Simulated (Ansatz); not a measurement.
# C₂H₉NSi₂: small, medium and large basis sets

One table from this session's results is given with a row withheld; the runs are named, their logs left out.

Program: Ansatz 0.2.0, Gaussian basis. Level of theory: one geometry, several basis sets. These are calculated values, not measurements.

Levels to be run: PBE0-D4/def2-SVP; ωB97M-V/def2-SVP; PBE0-D4/def2-QZVPP; ωB97M-V/def2-QZVPP; the functionals' def2-TZVPP values are taken from earlier runs.

### Structure used throughout

An earlier PBE0-D4 in a triple-zeta def2 set relaxation fixed the geometry.

SMILES `C=C(N)[SiH2][SiH3]`, 14 atoms, charge 0, spin multiplicity 1.

Atoms are counted from 1 here; the program's logs count them from 0.

Bond lengths: C1–C2 1.340 Å, C1–H6 1.082 Å, C1–H7 1.087 Å, C2–N3 1.385 Å, C2–Si4 1.879 Å, N3–H8 1.006 Å, N3–H9 1.009 Å, Si4–Si5 2.337 Å, Si4–H10 1.494 Å, Si4–H11 1.490 Å, Si5–H12 1.488 Å, Si5–H13 1.487 Å, Si5–H14 1.488 Å. Angles: C2–C1–H6 121.3°, C2–C1–H7 122.0°, H6–C1–H7 116.7°, C1–C2–N3 123.7°, C1–C2–Si4 120.2°, N3–C2–Si4 116.0°, C2–N3–H8 116.5°, C2–N3–H9 116.2°, H8–N3–H9 112.8°, C2–Si4–Si5 111.6°, C2–Si4–H10 108.0°, C2–Si4–H11 110.5°, Si5–Si4–H10 109.4°, Si5–Si4–H11 110.8°, H10–Si4–H11 106.4°, Si4–Si5–H12 109.6°, Si4–Si5–H13 110.4°, Si4–Si5–H14 111.1° and more.

Set-up of the first run:

The input, in.yaml:

```yaml
crystal:
  periodic: [false, false, false]
  atoms:
    - {symbol: C, position_ang: [-1.392204, 0.517704, 0.912871]}
    - {symbol: C, position_ang: [-0.119656, 0.879004, 0.701431]}
    - {symbol: N, position_ang: [0.519586, 1.886304, 1.405070]}
    - {symbol: Si, position_ang: [0.859455, 0.109404, -0.706207]}
    - {symbol: Si, position_ang: [-0.052856, -1.936649, -1.370674]}
    - {symbol: H, position_ang: [-1.876582, -0.222857, 0.291015]}
    - {symbol: H, position_ang: [-1.996278, 0.969558, 1.696122]}
    - {symbol: H, position_ang: [1.517994, 1.804076, 1.500453]}
    - {symbol: H, position_ang: [0.069410, 2.190026, 2.255875]}
    - {symbol: H, position_ang: [2.260161, -0.103595, -0.230657]}
    - {symbol: H, position_ang: [0.943518, 1.050445, -1.858099]}
    - {symbol: H, position_ang: [0.714141, -2.472670, -2.528001]}
    - {symbol: H, position_ang: [0.014163, -2.920270, -0.257418]}
    - {symbol: H, position_ang: [-1.473949, -1.779783, -1.782881]}
basis:
  gaussian: {orbitals: def2-SVP}
hamiltonian: {xc: pbe0, dispersion: d4}
output: {orbitals: {seedname: orbitals}}
```

Launch:

```sh
> ansatz run in.yaml --threads 4 --pin off --events-out ev --progress --plain --max-ram 10444MiB
```

Among the steps run: PBE0-D4 in def2-SVP; ωB97M-V in def2-SVP; PBE0-D4 in def2-QZVPP; ωB97M-V in def2-QZVPP.

One of the session's tables, all rows but one given; the rest of the session is left out.

| functional | basis | HOMO (eV) | LUMO (eV) |
| --- | --- | --- | --- |
| PBE0-D4 | def2-SVP | -6.10 | 0.20 |
| PBE0-D4 | def2-TZVPP | ? | ? |
| PBE0-D4 | def2-QZVPP | -6.30 | -0.12 |
| ωB97M-V | def2-SVP | -8.30 | 2.16 |
| ωB97M-V | def2-TZVPP | -8.48 | 1.76 |
| ωB97M-V | def2-QZVPP | -8.51 | 1.32 |

Q: Estimate the row for PBE0-D4, def2-TZVPP from the others.

As computed: HOMO (eV): -6.26; LUMO (eV): -0.02. In the column «HOMO (eV)» it lies between PBE0-D4, def2-QZVPP (-6.30) and PBE0-D4, def2-SVP (-6.10).
